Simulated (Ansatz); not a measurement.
Predict the output of the script below (Ansatz's Python interface).

`ch7fgesi.py`:
```python
"""Cost of removing each kind of hydrogen from CH7FGeSi, fragments frozen."""

import ansatz as az
from ase import Atoms

BASIS_SET = "def2-SVP"
FUNCTIONAL = "PBE0"


def energy(molecule, charge=0, unpaired=0):
    calc = (
        molecule.calculation()
        .basis(gaussian=BASIS_SET)
        .functional(FUNCTIONAL)
    )
    if charge:
        calc = calc.charge(charge)
    if unpaired:
        calc = calc.spin("collinear", total=unpaired)
    report = calc.run(threads=1).report
    if report["published_state_doubts"]:
        print("  doubts:", report["published_state_doubts"])
    return report["free_energy_ev"]

def without(molecule, index):
    rest = az.Crystal.molecule()
    for i, site in enumerate(molecule.cartesian_sites):
        if i != index:
            rest = rest.atom(site.symbol, site.position_ang)
    return rest

atoms = Atoms(["C", "Ge", "F", "Si", "H", "H", "H", "H", "H", "H", "H"], positions=[
    (-0.9679, 1.3136, -0.3785),
    (0.657, 0.3728, -0.4098),
    (1.8635, 1.311, 0.4045),
    (0.4425, -1.6364, 0.6694),
    (-1.3252, 1.5307, 0.6417),
    (-1.7968, 0.7822, -0.9125),
    (-0.8542, 2.3323, -0.9041),
    (1.1337, 0.1387, -1.8815),
    (-0.0435, -1.3838, 2.1038),
    (1.6363, -2.394, 0.6862),
    (-0.68, -2.424, 0.0014),
])
geometry = az.Crystal.molecule_from_ase(atoms)

whole = energy(geometry, 0)
hydrogen = energy(az.Crystal.molecule().atom("H", (0, 0, 0)), 0, 1)
print(f"E(molecule) = {whole:.5f} eV, E(H) = {hydrogen:.5f} eV")
for index in [6, 7, 10]:
    radical = energy(without(geometry, index), 0, 1)
    print(f"H{index}: homolysis {23.060548 * (radical + hydrogen - whole):.1f} kcal/mol")
```

Output of `python ch7fgesi.py`:
```text
E(molecule) = -68237.64835 eV, E(H) = -13.61361 eV
H6: homolysis 109.9 kcal/mol
H7: homolysis 84.3 kcal/mol
H10: homolysis 88.2 kcal/mol
```

Notes:
- Total energies depend on the basis set; only differences at equal settings carry meaning.
- The geometry is a force-field or estimated start, not a minimum of this method, and the basis set is short of its limit. All parts are taken at fixed geometry, without zero-point energy.
- Run time: 23 s on 1 thread of Arm Neoverse V2, on a shared host, peak memory 0.41 GiB.
